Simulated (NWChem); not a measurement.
# C2H4BrCl (1-bromo-1-chloroethane) at 6 levels

We compute a comparison of 6 runs (HF/STO-3G, HF/3-21G, HF/cc-pVDZ, B3LYP/6-31G*, CAM-B3LYP/cc-pVDZ) of C2H4BrCl (1-bromo-1-chloroethane). 

The results are computed with NWChem 7.3.0.

## (1) The molecule

The species is C2H4BrCl (8 atoms), meant as a singlet with charge 0. SMILES: `CC(Cl)Br`. Geometry: relaxed at PBE0-D4/def2-TZVP.

Bond lengths: C1–C2 1.503 Å, C2–Cl3 1.770 Å, C2–Br4 1.948 Å, C1–H5 1.090 Å, C1–H6 1.091 Å, C1–H7 1.092 Å, C2–H8 1.086 Å. Some angles: C1–C2–Cl3 111.2°, C1–C2–Br4 110.6°, Cl3–C2–Br4 110.6°, C1–C2–H8 112.9°, Cl3–C2–H8 106.6°, Br4–C2–H8 104.7°, C2–C1–H5 110.7°, C2–C1–H6 109.8°, C2–C1–H7 109.4°, H5–C1–H6 109.0°.

## (2) Energy and forces at HF/STO-3G (run 1)

File c2h4brcl.xyz:

```xyz
8
C2H4BrCl
C      0.165300     0.812500     0.022800
C     -0.091600    -0.665200     0.116100
Cl     1.308100    -1.595600    -0.439400
Br    -1.682700    -1.150500    -0.897800
H      0.352400     1.105700    -1.010200
H     -0.699500     1.363100     0.396600
H      1.039500     1.067300     0.626000
H     -0.299600    -0.994300     1.130100
```

File run.py:

```python
from ase.io import read
from ase.calculators.nwchem import NWChem

system = read('c2h4brcl.xyz')

calc = NWChem(
    label='c2h4brcl',
    theory='scf',
    memory='2200 mb',
    basis='STO-3G',
    basispar='spherical bse',
    scf={'nopen': '0', 'rhf': None, 'thresh': '1e-08', 'maxiter': '80'},
)
system.calc = calc

forces = system.get_forces()
print(f"energy = {system.get_potential_energy():.6f} eV")
print("forces (eV/A):")
for s, f in zip(system.symbols, forces):
    print(f"{s:2s} {f[0]:10.5f} {f[1]:10.5f} {f[2]:10.5f}")
print("dipole (e A):", system.get_dipole_moment().round(4))
```

Started as:

```sh
$ export ASE_NWCHEM_COMMAND="nwchem PREFIX.nwi > PREFIX.nwo"
$ python run.py
```

The program printed:

```text
energy = -83712.741653 eV
forces (eV/A):
C     0.47468    1.65425    0.14552
C    -2.43381   -1.07205   -0.28951
Cl    1.50271   -0.85366   -0.46578
Br    0.33357    0.14275    0.20759
H    -0.02767   -0.02191    0.19849
H     0.20024   -0.08078   -0.06176
H    -0.21068    0.06443   -0.14907
H     0.16095    0.16692    0.41451
dipole (e A): [-0.1     0.369   0.2942]
```

The calculator wrote c2h4brcl.nwi:

```
title "c2h4brcl"

permanent_dir c2h4brcl

scratch_dir c2h4brcl

start c2h4brcl

geometry units angstrom nocenter noautosym noautoz
  C  1.6530000000000000e-01 8.1250000000000000e-01 2.2800000000000001e-02
  C  -9.1600000000000001e-02 -6.6520000000000001e-01 1.1609999999999999e-01
  Cl 1.3081000000000000e+00 -1.5955999999999999e+00 -4.3940000000000001e-01
  Br -1.6827000000000001e+00 -1.1505000000000001e+00 -8.9780000000000004e-01
  H  3.5239999999999999e-01 1.1056999999999999e+00 -1.0102000000000000e+00
  H  -6.9950000000000001e-01 1.3631000000000000e+00 3.9660000000000001e-01
  H  1.0395000000000001e+00 1.0672999999999999e+00 6.2600000000000000e-01
  H  -2.9959999999999998e-01 -9.9429999999999996e-01 1.1301000000000001e+00
end

memory 2200 mb

basis spherical bse noprint
   * library STO-3G
end

scf
  nopen 0
  rhf
  thresh 1e-08
  maxiter 80
end

task scf gradient
```

c2h4brcl.nwo:

```text
Northwest Computational Chemistry Package (NWChem) 7.3.0
             --------------------------------------------------------

           Job information
           ---------------

    nwchem branch   = 7.3.0
    use scalapack   = T
    input           = c2h4brcl.nwi
    prefix          = c2h4brcl.
    data base       = c2h4brcl/c2h4brcl.db
    status          = startup
    nproc           =        1

           Memory information
           ------------------

[... 5 lines left out ...]
    hardfail = no
[... 137 lines left out ...]
         Quadratically convergent ROHF
[... 14 lines left out ...]
       Final RHF  results
[... 4 lines left out ...]
      Two-electron energy =   1535.031884504003
[... 50 lines left out ...]
                       ROHF Final Molecular Orbital Analysis
[... 216 lines left out ...]
                 ----------------------------------------
                 |  Time  |  1-e(secs)   |  2-e(secs)   |
                 ----------------------------------------
                 |  CPU   |       0.00   |       1.79   |
                 ----------------------------------------
                 |  WALL  |       0.00   |       1.79   |
                 ----------------------------------------

 Task  times  cpu:        6.8s     wall:        6.8s
 Total times  cpu:        6.8s     wall:        6.8s
```

Run time: 8.1 s. Hardware: 1 thread of Intel Xeon Platinum 8375C at 2.90GHz (Ice Lake), shared host; peak memory 0.1 GiB.

## (3) Energy and forces at HF/3-21G (run 2)

File c2h4brcl.nw:

```
start c2h4brcl
title "C2H4BrCl"
memory stack 880 mb heap 220 mb global 1100 mb
geometry units bohr noautosym nocenter noautoz
 C      0.31237173     1.53540248     0.04308576
 C     -0.17309891    -1.25704582     0.21939720
 Cl     2.47195074    -3.01524700    -0.83034566
 Br    -3.17984215    -2.17412991    -1.69659611
 H      0.66593949     2.08947018    -1.90900133
 H     -1.32186342     2.57588568     0.74946538
 H      1.96437031     2.01690469     1.18296855
 H     -0.56616195    -1.87895469     2.13557949
end
basis "ao basis" spherical bse
 * library 3-21G
end
scf
 thresh 1e-08
 maxiter 80
 print medium
end
task scf gradient
```

Started as:

```sh
$ nwchem c2h4brcl.nw > c2h4brcl.out
```

The program printed:

```text
[...]
  functions       =    61
[...]
  wavefunction    = RHF
[...]
         Total SCF energy =  -3094.970176154909
      One-electron energy =  -4941.579516064019
      Two-electron energy =   1528.254390105766
 Nuclear repulsion energy =    318.354949803344
        Time for solution =      5.5s
[...]
                         RHF ENERGY GRADIENTS
    atom               coordinates                        gradient
                 x          y          z           x          y          z
   1 C       0.312372   1.535402   0.043086   -0.004080  -0.012876  -0.001496
   2 C      -0.173099  -1.257046   0.219397    0.028470  -0.010589  -0.027898
   3 Cl      2.471951  -3.015247  -0.830346   -0.034512   0.020856   0.012448
   4 Br     -3.179842  -2.174130  -1.696596    0.013289   0.003592   0.008471
   5 H       0.665939   2.089470  -1.909001    0.001180   0.001664  -0.006051
   6 H      -1.321863   2.575886   0.749465   -0.005475   0.002702   0.002231
   7 H       1.964370   2.016905   1.182969    0.005109   0.000301   0.003600
   8 H      -0.566162  -1.878955   2.135579   -0.003982  -0.005650   0.008695
[...]
```

It took 8.1 s on 1 thread of Intel Xeon Platinum 8375C at 2.90GHz (Ice Lake), shared host; peak memory 0.096 GiB.

Runs 3 to 5 aren't shown in full; the table further down has their settings and results.

## (4) Energy and gradient at CAM-B3LYP/cc-pVDZ (run 6)

File run.py:

```python
from ase import Atoms
from ase.calculators.nwchem import NWChem

atoms = Atoms(['C', 'C', 'Cl', 'Br', 'H', 'H', 'H', 'H'], positions=[
    [0.165300, 0.812500, 0.022800],
    [-0.091600, -0.665200, 0.116100],
    [1.308100, -1.595600, -0.439400],
    [-1.682700, -1.150500, -0.897800],
    [0.352400, 1.105700, -1.010200],
    [-0.699500, 1.363100, 0.396600],
    [1.039500, 1.067300, 0.626000],
    [-0.299600, -0.994300, 1.130100],
])

calc = NWChem(
    label='c2h4brcl',
    theory='dft',
    memory='2200 mb',
    basis='cc-pVDZ',
    basispar='spherical bse',
    dft={'xc': 'xcamb88 1.00 lyp 0.81 vwn_5 0.19 hfexch 1.00', 'cam': '0.33 cam_alpha 0.19 cam_beta 0.46', 'mult': '1', 'grid': 'fine', 'convergence': 'energy 1e-08', 'direct': None, 'iterations': '100', 'mulliken': None},
)
atoms.calc = calc

forces = atoms.get_forces()
print("Total energy (eV):", round(atoms.get_potential_energy(), 6))
print("forces (eV/A):")
for s, f in zip(atoms.symbols, forces):
    print(f"{s:2s} {f[0]:10.5f} {f[1]:10.5f} {f[2]:10.5f}")
print("dipole (e A):", atoms.get_dipole_moment().round(4))
```

Started as:

```sh
$ export ASE_NWCHEM_COMMAND="nwchem PREFIX.nwi > PREFIX.nwo"
$ python run.py
```

The program printed:

```text
Total energy (eV): -84710.158377
forces (eV/A):
C    -0.00694   -0.03574    0.05183
C    -0.17103    0.09775   -0.04469
Cl    0.37466   -0.23814   -0.12748
Br   -0.20847   -0.06032   -0.11621
H     0.04957    0.07718   -0.27593
H    -0.21021    0.14547    0.09446
H     0.21736    0.07394    0.15046
H    -0.04494   -0.06022    0.26745
dipole (e A): [0.0223 0.3155 0.2675]
```

The calculator wrote c2h4brcl.nwi:

```
title "c2h4brcl"

permanent_dir c2h4brcl

scratch_dir c2h4brcl

start c2h4brcl

geometry units angstrom nocenter noautosym noautoz
  C  1.6530000000000000e-01 8.1250000000000000e-01 2.2800000000000001e-02
  C  -9.1600000000000001e-02 -6.6520000000000001e-01 1.1609999999999999e-01
  Cl 1.3081000000000000e+00 -1.5955999999999999e+00 -4.3940000000000001e-01
  Br -1.6827000000000001e+00 -1.1505000000000001e+00 -8.9780000000000004e-01
  H  3.5239999999999999e-01 1.1056999999999999e+00 -1.0102000000000000e+00
  H  -6.9950000000000001e-01 1.3631000000000000e+00 3.9660000000000001e-01
  H  1.0395000000000001e+00 1.0672999999999999e+00 6.2600000000000000e-01
  H  -2.9959999999999998e-01 -9.9429999999999996e-01 1.1301000000000001e+00
end

memory 2200 mb

basis spherical bse noprint
   * library cc-pVDZ
end

dft
  xc xcamb88 1.00 lyp 0.81 vwn_5 0.19 hfexch 1.00
  cam 0.33 cam_alpha 0.19 cam_beta 0.46
  mult 1
  grid fine
  convergence energy 1e-08
  direct
  iterations 100
  mulliken
end

task dft gradient
```

c2h4brcl.nwo:

```text
Northwest Computational Chemistry Package (NWChem) 7.3.0
             --------------------------------------------------------

           Job information
           ---------------

    nwchem branch   = 7.3.0
    use scalapack   = T
    input           = c2h4brcl.nwi
    prefix          = c2h4brcl.
    data base       = c2h4brcl/c2h4brcl.db
    status          = startup
    nproc           =        1

           Memory information
           ------------------

[... 5 lines left out ...]
    hardfail = no
[... 109 lines left out ...]
  convergence criterion.
[... 49 lines left out ...]
          Spatial weights used:  Erf1
[... 32 lines left out ...]
 1-e energy   =   -4954.023353
[... 42 lines left out ...]
           Coulomb energy =     1657.240930048536
[... 722 lines left out ...]
          Convergence on density requested:  1.00D-05
[... 34 lines left out ...]
          total energy or number of iterations.
[... 42 lines left out ...]
                 ----------------------------------------
                 |  Time  |  1-e(secs)   |  2-e(secs)   |
                 ----------------------------------------
                 |  CPU   |       0.01   |      68.25   |
                 ----------------------------------------
                 |  WALL  |       0.01   |      68.25   |
                 ----------------------------------------

 Task  times  cpu:      226.8s     wall:      226.8s
 Total times  cpu:      226.9s     wall:      226.9s
```

It took 3.8 min on 1 thread of Intel Xeon Platinum 8375C at 2.90GHz (Ice Lake), shared host; peak memory 0.19 GiB.

## (5) Overview of the runs

```
run                               level  Cartesian functions  iteration cap   energy (Eh)  dipole moment (D)  HOMO energy (eV)  LUMO energy (eV)  wall time
  1                           HF/STO-3G                   no             80  -3076.386538               2.32             -8.88              8.25      8.1 s
  2                            HF/3-21G                   no             80  -3094.970176               2.46            -10.98              3.72      8.1 s
  3                          HF/cc-pVDZ                   no             80  -3109.955199               2.25            -11.10              3.58    4.6 min
  4  B3LYP/6-31G* (Cartesian functions)                  yes            100  -3112.700808                  –                 –                 –       38 s
  5  B3LYP/6-31G* (spherical functions)                   no            100  -3112.687483               2.14                 –                 –       56 s
  6                   CAM-B3LYP/cc-pVDZ                   no            100  -3113.040927               1.99             -9.33              0.87    3.8 min
```

## (6) Outcome

| quantity | value |
| --- | --- |
| run 6: total energy | -3113.04093 Eh |
| run 6: dipole moment | 1.99 D |
| run 6: HOMO energy | -9.33 eV |
| run 6: LUMO energy | 0.87 eV |
| run 6: HOMO–LUMO gap | 10.21 eV |
| run 6: largest force on an atom | 0.462 eV/Å |

In words: Over runs 1, 2, 3, 5, 6 the dipole moment (its size) runs from 1.99 D (CAM-B3LYP/cc-pVDZ) to 2.46 D (HF/3-21G). The two ends differ in method and basis. Over runs 1, 2, 3, 6 the HOMO–LUMO gap runs from 10.21 eV (CAM-B3LYP/cc-pVDZ) to 17.13 eV (HF/STO-3G). Totals of different functionals can't be ranked against each other. In run 1 the basis is minimal, so the values are rough. All runs together took 10 min, the longest 4.6 min.
